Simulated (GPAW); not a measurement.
Runs of GPAW 26.7.0 on As2Se. It takes space group I4_1/amd (No. 141, tetragonal). Conventional cell: a = 7.059 Å, b = 7.059 Å, c = 5.307 Å, α = 90.00°, β = 90.00°, γ = 90.00°. Se (site symmetry -4m2) is surrounded by 4 As at 2.66 Å. Around As (site symmetry 2/m) lie 2 Se at 2.66 Å and 4 As at 2.83 Å. The cell comes from a database or a generator and needn't be the stable form of this composition.

```tsv
level	gap on the mesh (eV)	pressure (GPa)	relaxed volume (Å³/atom)
PBEsol+D4	none	-0.1	20.58
PBEsol	none	0.0	21.08
PBEsol+D3	none	0.0	(a)
PBEsol+D3(BJ)	none	0.0	(b)
PBEsol+D3(BJ)+ATM	none	-0.1	20.39
```

Alike in all rows: task relaxation of cell and atoms; potentials or basis PAW data sets generated in the run's folder for this functional, pw; no spin polarisation; cell relaxed; k mesh 5 × 5 × 5; cutoff (eV) 600; smearing fermi-dirac 0.05 eV.

Q: Fill in the values left out.

A: (a) 20.73; (b) 20.28.

Caveats: later steps reuse the first step's grids; pairwise dispersion overbinds metals, which lowers pressure and volume (some runs).

A k mesh can miss the band edges, and the runs leave out spin-orbit coupling on As, Se.

A gap of «none» marks a metal or a gap under the smearing width.
